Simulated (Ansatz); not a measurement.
# CH₂FNOSi: shape, modes and thermochemistry

Aim: relax CH₂FNOSi from a cheap starting geometry, then compute its harmonic vibrations to see whether it is a minimum and to get the zero-point energy and entropy, and look at its orbitals and charge.

The runs use Ansatz 0.2.0, Gaussian basis; RKS PBE0-D4/def2-TZVP.

Levels to be run: relaxation at PBE-D4/def2-SVP; relaxation at PBE0-D4/def2-TZVP; harmonic vibrations at the same level; a single point in def2-TZVPP for the fields.

### Step 1. Starting geometry

SMILES `O=C1N[SiH]1F`, 7 atoms, charge 0, spin multiplicity 1.

Atoms are counted from 1 here; the program's logs count them from 0.

Bond lengths: O1–C2 1.251 Å, C2–N3 1.338 Å, C2–Si4 1.768 Å, N3–Si4 1.910 Å, N3–H6 1.042 Å, Si4–F5 1.660 Å, Si4–H7 1.449 Å. Angles: O1–C2–N3 145.1°, O1–C2–Si4 138.4°, N3–C2–Si4 74.5°, C2–N3–Si4 63.1°, C2–N3–H6 112.6°, Si4–N3–H6 111.2°, C2–Si4–N3 42.4°, C2–Si4–F5 114.1°, C2–Si4–H7 124.6°, N3–Si4–F5 99.3°, N3–Si4–H7 102.9°, F5–Si4–H7 113.0°.

The start is a force-field geometry with small random shifts, so a cheaper pass at PBE-D4/def2-SVP comes first.

### Step 2. Optimising with PBE-D4/def2-SVP (cheap first pass)

Contents of in.yaml:

```yaml
crystal:
  periodic: [false, false, false]
  atoms:
    - {symbol: O, position_ang: [0.218200, -1.861900, 1.225100]}
    - {symbol: C, position_ang: [-0.111200, -0.834300, 0.592100]}
    - {symbol: N, position_ang: [-0.660400, 0.382300, 0.684800]}
    - {symbol: Si, position_ang: [0.346100, 0.006700, -0.894800]}
    - {symbol: F, position_ang: [-0.871000, 0.107900, -2.019000]}
    - {symbol: H, position_ang: [-0.132900, 1.012000, 1.325900]}
    - {symbol: H, position_ang: [1.272300, 1.119200, -0.959800]}
basis:
  gaussian: {orbitals: def2-SVP}
hamiltonian: {xc: pbe, dispersion: d4}
relax: {f_tol: 0.03, max_steps: 200}
```

Started as:

```bash
$ ansatz run in.yaml --threads 2 --pin off --events-out ev --progress --plain --max-ram 4352MiB
```

What it wrote (excerpt; [...] marks lines left out):

```text
Functional definition: PBE
  name "PBE"
  cite "Perdew, Burke & Ernzerhof, Phys. Rev. Lett. 77, 3865 (1996) doi:10.1103/PhysRevLett.77.3865"
  parent pbe
[...]
933 factors; their error is unknown
[...]
mean field -15180.81159672 eV, -557.8845362558 hartree, gradient 4.9e-5 eV, S^2 0.000000; 0 other end points of the search recorded, 0 dependent functions left out
[...]
reference -15180.81162395 eV, -557.8845372566 hartree; 23, 23 occupied and 61, 61 virtual orbitals, 933 factors
relax step   1: F+E_penalty+E_count = -15180.95534550 eV  Δ(F+E_penalty+E_count) = +0.000e0 eV  max|allowed force component| = 5.349e0 eV/Å  Δτ_max = 0.0000 Å  (30 SCF iters, accepted)
[...]
relax step   3: F+E_penalty+E_count = -15182.03151622 eV  Δ(F+E_penalty+E_count) = -4.513e-1 eV  max|allowed force component| = 1.549e0 eV/Å  Δτ_max = 0.1984 Å  (38 SCF iters, accepted)
[...]
relax step   5: F+E_penalty+E_count = -15182.31881178 eV  Δ(F+E_penalty+E_count) = -1.398e-1 eV  max|allowed force component| = 4.830e-1 eV/Å  Δτ_max = 0.1536 Å  (30 SCF iters, accepted)
[...]
relax step   7: F+E_penalty+E_count = -15182.34873765 eV  Δ(F+E_penalty+E_count) = -9.842e-3 eV  max|allowed force component| = 2.889e-1 eV/Å  Δτ_max = 0.0447 Å  (30 SCF iters, accepted)
[...]
relax step   8: F+E_penalty+E_count = -15182.35204687 eV  Δ(F+E_penalty+E_count) = -3.309e-3 eV  max|allowed force component| = 8.827e-2 eV/Å  Δτ_max = 0.0262 Å  (31 SCF iters, accepted)
[...]
relax step   9: F+E_penalty+E_count = -15182.35255398 eV  Δ(F+E_penalty+E_count) = -5.071e-4 eV  max|allowed force component| = 2.910e-2 eV/Å  Δτ_max = 0.0087 Å  (32 SCF iters, accepted)
933 factors; their error is unknown
[...]
mean field -15182.21273653 eV, -557.9360271941 hartree, gradient 3.0e-5 eV, S^2 0.000000; 1 other end points of the search recorded, 0 dependent functions left out
[...]
reference -15182.21276505 eV, -557.9360282423 hartree; 23, 23 occupied and 61, 61 virtual orbitals, 933 factors
Total energy: -15182.35258251 eV, -557.9411664389 hartree
Atom 0 at     0.128530    -1.878848     1.375184 Å, force     0.005168    -0.007872     0.000657 eV/Å
Atom 1 at     0.093454    -0.915964     0.651913 Å, force    -0.010989     0.003872     0.015459 eV/Å
Atom 2 at    -0.292924     0.405887     0.746388 Å, force     0.014247    -0.014532    -0.011047 eV/Å
Atom 3 at     0.263978     0.155336    -0.905172 Å, force    -0.010091     0.008186    -0.029097 eV/Å
Atom 4 at    -0.874379     0.256668    -2.076812 Å, force     0.015640     0.001750     0.015363 eV/Å
Atom 5 at    -0.668777     0.919788     1.556895 Å, force    -0.009368     0.010075     0.008082 eV/Å
Atom 6 at     1.411217     0.989033    -1.394095 Å, force    -0.004607    -0.001480     0.000583 eV/Å
Dipole moment:     0.081716     0.571089    -0.024531 e Å
```

Run time: 12 s. Hardware: 2 threads of Arm Neoverse V2, shared host.

Step by step:

```
step  energy from step 1 (eV)  largest force component (eV/Å)
   1                   0.0000                          5.3489
   2                  -0.6248                          3.1740
   3                  -1.0762                          1.5495
   4                  -1.2237                          1.6215
   5                  -1.3635                          0.4830
   6                  -1.3836                          0.1986
   7                  -1.3934                          0.2889
   8                  -1.3967                          0.0883
   9                  -1.3972                          0.0291
```

Close pairs (by a distance rule), those that changed most:

```
  bond  before (Å)  after (Å)  change (Å)
N3–Si4       1.910      1.761      -0.149
C2–Si4       1.768      1.898      +0.129
Si4–H7       1.449      1.500      +0.051
 O1–C2       1.251      1.205      -0.046
 C2–N3       1.338      1.380      +0.042
Si4–F5       1.660      1.637      -0.023
 N3–H6       1.042      1.031      -0.011
```

### Step 3. Relaxation at PBE0-D4/def2-TZVP

Contents of in.yaml:

```yaml
crystal:
  periodic: [false, false, false]
  atoms:
    - {symbol: O, position_ang: [0.128530, -1.878848, 1.375184]}
    - {symbol: C, position_ang: [0.093454, -0.915964, 0.651913]}
    - {symbol: N, position_ang: [-0.292924, 0.405887, 0.746388]}
    - {symbol: Si, position_ang: [0.263978, 0.155336, -0.905172]}
    - {symbol: F, position_ang: [-0.874379, 0.256668, -2.076812]}
    - {symbol: H, position_ang: [-0.668777, 0.919788, 1.556895]}
    - {symbol: H, position_ang: [1.411217, 0.989033, -1.394095]}
basis:
  gaussian: {orbitals: def2-TZVP}
hamiltonian: {xc: pbe0, dispersion: d4}
relax: {f_tol: 0.005, max_steps: 150}
```

The command is unchanged.

What it wrote (excerpt; [...] marks lines left out):

```text
Functional definition: PBE0
  name "PBE0"
  cite "Adamo & Barone, J. Chem. Phys. 110, 6158 (1999) doi:10.1063/1.478522"
  cite "Perdew, Burke & Ernzerhof, Phys. Rev. Lett. 77, 3865 (1996) doi:10.1103/PhysRevLett.77.3865"
  parent pbe
[...]
998 factors; their error is unknown
[...]
mean field -15194.34517561 eV, -558.3818861065 hartree, gradient 2.1e-5 eV, S^2 0.000000; 0 other end points of the search recorded, 0 dependent functions left out
[...]
reference -15194.34520223 eV, -558.3818870848 hartree; 23, 23 occupied and 150, 150 virtual orbitals, 998 factors
relax step   1: F+E_penalty+E_count = -15194.46183738 eV  Δ(F+E_penalty+E_count) = +0.000e0 eV  max|allowed force component| = 1.119e0 eV/Å  Δτ_max = 0.0000 Å  (29 SCF iters, accepted)
[...]
reference -15194.44496768 eV, -558.3855533975 hartree; 23, 23 occupied and 150, 150 virtual orbitals, 998 factors
Total energy: -15194.56248937 eV, -558.3898722401 hartree
Atom 0 at     0.141541    -1.847054     1.342969 Å, force     0.000413    -0.000009    -0.000252 eV/Å
Atom 1 at     0.099865    -0.902902     0.616529 Å, force    -0.000301     0.002493    -0.000251 eV/Å
Atom 2 at    -0.300123     0.412099     0.736029 Å, force    -0.002406    -0.001608     0.001194 eV/Å
Atom 3 at     0.235371     0.180974    -0.875533 Å, force     0.000427    -0.000057    -0.001223 eV/Å
Atom 4 at    -0.848475     0.243384    -2.032895 Å, force     0.000072    -0.000186     0.000291 eV/Å
Atom 5 at    -0.668044     0.906388     1.540893 Å, force     0.001577    -0.000125    -0.000399 eV/Å
Atom 6 at     1.400963     0.939011    -1.373691 Å, force     0.000218    -0.000508     0.000640 eV/Å
Dipole moment:     0.079324     0.666840    -0.125012 e Å
```

Wall time 26 s (2 threads of Arm Neoverse V2, shared host).

Relaxation path: (the energy doesn't fall at every step)

```
step  energy from step 1 (eV)  largest force component (eV/Å)
   1                   0.0000                          1.1189
   2                  -0.0689                          0.8178
   3                  -0.0968                          0.2473
   4                  -0.0990                          0.1790
   5                  -0.0896                          0.6787
   6                  -0.1006                          0.0180
   7                  -0.1006                          0.0063
   8                  -0.1006                          0.0025
```

Close pairs (by a distance rule), those that changed most:

```
  bond  before (Å)  after (Å)  change (Å)
Si4–F5       1.637      1.587      -0.050
C2–Si4       1.898      1.849      -0.049
N3–Si4       1.761      1.714      -0.047
Si4–H7       1.500      1.477      -0.023
 N3–H6       1.031      1.014      -0.017
 O1–C2       1.205      1.192      -0.013
 C2–N3       1.380      1.380      -0.001
```

Mulliken charges of the relaxed molecule (report file):

```
atom  value (e)
  O1      -0.29
  C2       0.15
  N3      -0.34
 Si4       0.55
  F5      -0.29
  H6       0.22
  H7      -0.01
```

### Step 4. Harmonic vibrations

Contents of in.yaml:

```yaml
crystal:
  periodic: [false, false, false]
  atoms:
    - {symbol: O, position_ang: [0.141541, -1.847054, 1.342969]}
    - {symbol: C, position_ang: [0.099865, -0.902902, 0.616529]}
    - {symbol: N, position_ang: [-0.300123, 0.412099, 0.736029]}
    - {symbol: Si, position_ang: [0.235371, 0.180974, -0.875533]}
    - {symbol: F, position_ang: [-0.848475, 0.243384, -2.032895]}
    - {symbol: H, position_ang: [-0.668044, 0.906388, 1.540893]}
    - {symbol: H, position_ang: [1.400963, 0.939011, -1.373691]}
basis:
  gaussian: {orbitals: def2-TZVP}
hamiltonian: {xc: pbe0, dispersion: d4}
phonons: {temperatures: {t_min: 298.15, t_max: 900, t_step: 200}}
```

Launched as before.

What it wrote (excerpt; [...] marks lines left out):

```text
Functional definition: PBE0
  name "PBE0"
  cite "Adamo & Barone, J. Chem. Phys. 110, 6158 (1999) doi:10.1063/1.478522"
  cite "Perdew, Burke & Ernzerhof, Phys. Rev. Lett. 77, 3865 (1996) doi:10.1103/PhysRevLett.77.3865"
  parent pbe
[...]
998 factors; their error is unknown
[...]
mean field -15194.44494129 eV, -558.3855524278 hartree, gradient 2.1e-5 eV, S^2 0.000000; 0 other end points of the search recorded, 0 dependent functions left out
[...]
reference -15194.44496772 eV, -558.3855533989 hartree; 23, 23 occupied and 150, 150 virtual orbitals, 998 factors
[...]
998 factors; their error is unknown
mean field -15194.44493340 eV, -558.3855521378 hartree, gradient 1.3e-6 eV, S^2 0.000000; 0 other end points of the search recorded, 0 dependent functions left out
[...]
reference -15194.44495983 eV, -558.3855531090 hartree; 23, 23 occupied and 150, 150 virtual orbitals, 998 factors
[...]
Total energy: -15194.56248941 eV, -558.3898722415 hartree
Atom 0 at     0.141541    -1.847054     1.342969 Å, force     0.000410    -0.000024    -0.000235 eV/Å
Atom 1 at     0.099865    -0.902902     0.616529 Å, force    -0.000296     0.002510    -0.000277 eV/Å
Atom 2 at    -0.300123     0.412099     0.736029 Å, force    -0.002400    -0.001618     0.001170 eV/Å
Atom 3 at     0.235371     0.180974    -0.875533 Å, force     0.000440    -0.000058    -0.001185 eV/Å
Atom 4 at    -0.848475     0.243384    -2.032895 Å, force     0.000054    -0.000186     0.000272 eV/Å
Atom 5 at    -0.668044     0.906388     1.540893 Å, force     0.001572    -0.000116    -0.000384 eV/Å
Atom 6 at     1.400963     0.939011    -1.373691 Å, force     0.000219    -0.000507     0.000638 eV/Å
Dipole moment:     0.079323     0.666840    -0.125013 e Å
Vibrations: 150.60 273.86 396.53 479.70 568.76 671.45 698.63 734.22 842.41 945.94 1114.78 1176.59 1898.37 2265.12 3541.16 cm⁻¹, zero-point energy 0.976880 eV
```

It took 85 s on 2 threads of Arm Neoverse V2, shared host.

Motions are named by where the mode's potential energy lies. The modes, unscaled (a negative number is an imaginary wavenumber):

```
mode  cm⁻¹                       motion
   1   151                         bend
   2   274                         bend
   3   397                         bend
   4   480  out-of-plane bend with bend
   5   569                         bend
   6   671            out-of-plane bend
   7   699                         bend
   8   734       bend with Si–N stretch
   9   842                         bend
  10   946                 Si–F stretch
  11  1115        bend with C–N stretch
  12  1177                         bend
  13  1898                  C–O stretch
  14  2265                 Si–H stretch
  15  3541                  N–H stretch
```

Ideal gas, rigid rotor and harmonic oscillator at 298.15 K and 1 bar, with symmetry number 1:

```
                term            value
   zero-point energy      94.3 kJ/mol
          H(298) − E     110.3 kJ/mol
entropy, translation  165.1 J/(mol K)
   entropy, rotation  108.3 J/(mol K)
  entropy, vibration   32.4 J/(mol K)
      entropy, total  305.9 J/(mol K)
```

### Step 5. A single point for the fields

Edit in.yaml of step 4 so:

```diff
@@ -11,4 +11,4 @@
 basis:
-  gaussian: {orbitals: def2-TZVP}
+  gaussian: {orbitals: def2-TZVPP}
 hamiltonian: {xc: pbe0, dispersion: d4}
-phonons: {temperatures: {t_min: 298.15, t_max: 900, t_step: 200}}
+output: {orbitals: {seedname: orbitals}}
```

Launched as before.

What it wrote:

```text
Functional definition: PBE0
  name "PBE0"
  cite "Adamo & Barone, J. Chem. Phys. 110, 6158 (1999) doi:10.1063/1.478522"
  cite "Perdew, Burke & Ernzerhof, Phys. Rev. Lett. 77, 3865 (1996) doi:10.1103/PhysRevLett.77.3865"
  parent pbe
  parameter a = 0.25
  parameter kappa = 0.804
  parameter beta = 0.06672455060314922
  exchange = (1 - a)*pbe_x(kappa = kappa, mu = beta*pi^2/3) + a*exact_x
  correlation = pbe_c(beta = beta)
1051 factors; their error is unknown
mean field evaluation 1: about -15186.7966 eV, gradient 6.6e1 eV
mean field evaluation 2: about -15169.9228 eV, gradient 1.1e2 eV
mean field evaluation 4: about -15194.2397 eV, gradient 1.1e1 eV
mean field evaluation 8: about -15194.4338 eV, gradient 3.6e-2 eV
mean field evaluation 16: about -15194.4753 eV, gradient 3.2e-5 eV
mean field -15194.47531237 eV, -558.3866685444 hartree, gradient 3.2e-5 eV, S^2 0.000000; 0 other end points of the search recorded, 0 dependent functions left out
reference -15194.47533870 eV, -558.3866695118 hartree; 23, 23 occupied and 171, 171 virtual orbitals, 1051 factors
Total energy: -15194.59286039 eV, -558.3909883544 hartree
```

Wall time 2.2 s (2 threads of Arm Neoverse V2, shared host).

The fields below are evaluated on a grid from the run's orbitals.

Frontier orbitals at PBE0-D4/def2-TZVPP, with the share of their density that lies nearest to each atom:

```
orbital  energy (eV)                     lies on
   HOMO        -7.15  O1 48 %; Si4 16 %; C2 16 %
   LUMO        -0.67  Si4 32 %; H7 24 %; C2 16 %
```

ELF in a plane through or near 5 of the atoms.

Ten even steps from ' ' (0.00) to '@' (0.99):
```
                                                        
                                                        
                                                        
            ..::::::                                    
          ..==****++::      ..::::                      
        ::==##%%%%##==....--++**++::..                  
      ..--**%%%%####++--++%%@@@@##--..                  
      ::++##@@++::####==%%@@@@%%==::....                
      ::++##%%%%####::****@@##..==::..::..              
      ..--++**++====--==++==::--++%%..::..              
        ......    ==##%%****++..==--..::..              
                  ==**++::**@@%%::........              
                --##%%%%**##%%%%==....                  
              --##@@@@@@##**++==::                      
              --##@@@@@@++::....                        
              ..--####**::                              
                  ......                                
                                                        
                                                        
                                                        
```
The map spans 9.1 Å across and 8.3 Å up, centred on the molecule. Atoms in the plane (x, y in Å): O1 (-1.9, 1.2), C2 (-0.9, 0.6), N3 (-0.5, -0.7), Si4 (0.9, 0.2), H6 (-1.1, -1.6).

log10 of the density (e/Å³) in the same plane.

Ten even steps from ' ' (-4.0) to '@' (2.1):
```
                                                        
                                                        
          ....::::::......                              
      ....::----------::::..............                
    ..::::--==========----------::::::......            
    ::::--==++****++++==========------::::::..          
  ..::--==++**######**++++++++++======------::....      
  ..::--==++##%%%%####********++++++++====--::::..      
  ..::--==++**######%%@@********####**++====--::....    
    ::::--==++++++****##******##@@%%**++++==--::::..    
    ..::::--======++**####******####**++====--::::..    
      ....::----==++**##%%##****++++++====----::..      
        ....::--==****####****++++======----::....      
          ..::--==********++++====----::::::....        
          ..::--==++++++++====----::::......            
            ..::--======------::::....                  
            ....::::::::::::....                        
                ............                            
                                                        
                                                        
```
The map spans 9.1 Å across and 8.3 Å up, centred on the molecule. Atoms in the plane (x, y in Å): O1 (-1.9, 1.2), C2 (-0.9, 0.6), N3 (-0.5, -0.7), Si4 (0.9, 0.2), H6 (-1.1, -1.6).

On the surface of density 0.002 e/bohr³ the electrostatic potential runs, from the 1st to the 99th percentile, from -1.65 V near O1 to 2.24 V near H6.

### Step 6. Results

```
                  quantity            value
               point group               C1
                     steps            9 + 8
shift from the start (rms)          0.344 Å
              total energy   -15194.5625 eV
           dispersion term         -118 meV
             dipole moment           3.28 D
lowest, highest wavenumber   151, 3541 cm⁻¹
         zero-point energy      94.3 kJ/mol
       entropy at 298.15 K  305.9 J/(mol K)
                HOMO, LUMO  -7.15, -0.67 eV
```

What this shows: The atoms moved 0.34 Å (rms) from the start; the bond that changed most is N3–Si4, from 1.910 to 1.714 Å. No mode is imaginary: a true minimum at this level. The stiffest mode, 3541 cm⁻¹, is an N–H stretch. Harmonic hybrid wavenumbers usually lie a few per cent above measured fundamentals. The largest Mulliken charge, +0.55 e, sits on Si4. The HOMO lies mostly on O1 48 %; Si4 16 % and the LUMO on Si4 32 %; H7 24 %.
